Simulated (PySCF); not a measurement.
# Pr2N2: other functionals and bases at one geometry

An exercise on one series of results from a longer session: the logs are not shown, and one member is left open.

Computed with PySCF 2.14.0. Level: several levels, as the steps say, no spin–orbit coupling.

3 further runs of the same task are left out: 2 for a known fault of the program, 1 that didn't finish.

### Where the work starts

4 atoms, charge 0, spin multiplicity 1.

Bond lengths: Pr1–Pr2 3.190 Å, Pr1–N3 2.135 Å, Pr1–N4 2.135 Å, Pr2–N3 2.135 Å, Pr2–N4 2.135 Å. Angles: Pr2–Pr1–N3 41.7°, Pr2–Pr1–N4 41.7°, N3–Pr1–N4 83.3°, Pr1–Pr2–N3 41.7°, Pr1–Pr2–N4 41.7°, N3–Pr2–N4 83.3°, Pr1–N3–Pr2 96.7°, Pr1–N4–Pr2 96.7°.

Coordinates:

| atom | x (Å) | y (Å) | z (Å) |
| --- | --- | --- | --- |
| Pr1 | 0.00000 | 0.00000 | 1.59476 |
| Pr2 | 0.00000 | 0.00000 | -1.59476 |
| N3 | 1.41894 | 0.00000 | 0.00000 |
| N4 | -1.41894 | 0.00000 | 0.00000 |

Formal oxidation states: Pr +3. Each metal's 2 4f electrons lie in its core potential, so multiplicities, spins and levels count the valence alone. An earlier session relaxed this geometry at TPSS, Pr lcecp-1-SVP with ECP48, N def2-SVP (singlet, point group D2h).

At TPSS on the finer grid: E = -175.220148 Eh, HOMO -3.29 eV, LUMO -1.77 eV, Mulliken charge on Pr1 +0.53 e, largest force component 0.006 eV/Å. 

Levels to run: B3LYP; revPBE; wB97X; r2SCAN; TPSS, TZVP. Hardware: 2 threads of Intel Xeon 6975P-C (Granite Rapids), shared host.

The first run:

Contents of run.py (the lines that set the calculation):

```python
mol = gto.M(atom='''
Pr     0.00000     0.00000     1.59476
Pr     0.00000     0.00000    -1.59476
N      1.41894     0.00000     0.00000
N     -1.41894     0.00000     0.00000''',
    basis={'Pr': 'lcecp-1-SVP', 'N': 'def2-SVP'},
    ecp={'Pr': 'lcecp-1-SVP'},
    charge=0, spin=0)
mf = dft.RKS(mol, xc='B3LYP')
mf.grids.atom_grid = (75, 302)  # f atoms: unpruned, at least (60, 302)
mf = mf.density_fit()  # fitting sets: Pr AutoAux, N def2-universal-JKFIT
mf.conv_tol = 1e-08; mf.max_cycle = 55
mf.kernel(dm0)  # dm0: the density of the relaxed state
```

Run with:

```sh
OMP_NUM_THREADS=2 python run.py
```

Steps of the session up to this table: B3LYP; revPBE; wB97X; r2SCAN; TPSS, TZVP.

One table of the session follows, with a row left open; its other results are not shown here.

```
              level  HOMO (eV)  gap (eV)  charge on Pr1 (e)  largest force component (eV/Å)
TPSS (relaxed here)      -3.29      1.52               0.53                            0.01
              B3LYP      -4.15      2.52               0.53                            0.25
             revPBE          ?         ?                  ?                               ?
              wB97X      -6.23      6.48               0.57                            1.08
             r2SCAN      -3.47      1.89               0.56                            0.38
         TPSS, TZVP      -3.27      1.51               0.87                            0.12
```

Estimate the missing values for revPBE.

**Answer.** HOMO (eV): -3.35; gap (eV): 1.43; charge on Pr1 (e): 0.48; largest force component (eV/Å): 0.06. In the column «HOMO (eV)» it lies between r2SCAN (-3.47) and TPSS (relaxed here) (-3.29).

In one basis the HOMO–LUMO gap runs from 1.43 eV (revPBE) to 6.48 eV (wB97X). The largest leftover force, 1.08 eV/Å with wB97X, stands at a geometry relaxed at another level. With 4f in the core, its levels are missing from HOMO and gap, and its count is fixed, so no charge can pass from the ligands into it. Total energies of different levels can't be compared.
